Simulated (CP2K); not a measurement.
Crystal: SiF.

```
Si F
1.0
     4.19356    0.00000    0.00000
     3.33899    2.53715    0.00000
     3.33899    1.12465    2.27426
Si F
1 1
Direct
  0.50000 0.50000 0.50000
  0.00000 0.00000 0.00000
```

The cell was built by a generator and needn't be a form met in nature.

Base run:

* Program: CP2K 2026.2
* Functional: rev-vdW-DF2
* Potentials or basis: POTENTIAL_UZH Si GTH-PBE-q4, F GTH-PBE-q7; TZVP-MOLOPT-PBE-GTH basis
* Density cutoff: 14966 eV
* k mesh: 12 × 12 × 12
* Occupations: fermi-dirac, width 0.05 eV
* Spin: no spin polarisation

Its results: band gap on the k mesh none (metal or under the smearing width); pressure 0.3 GPa.

Q: The run is repeated on the same cell with these changes: functional from rev-vdW-DF2 to SCAN. What comes out?

A: Band gap on the k mesh none (metal or under the smearing width); pressure -1.0 GPa.

Caveats: the potentials were made for another functional, which shifts forces and pressure; the basis of atomic orbitals isn't converged, which shifts pressures, moduli and gaps; an odd number of electrons without spin polarisation forces a metal; a magnetic or distorted state may lie lower.
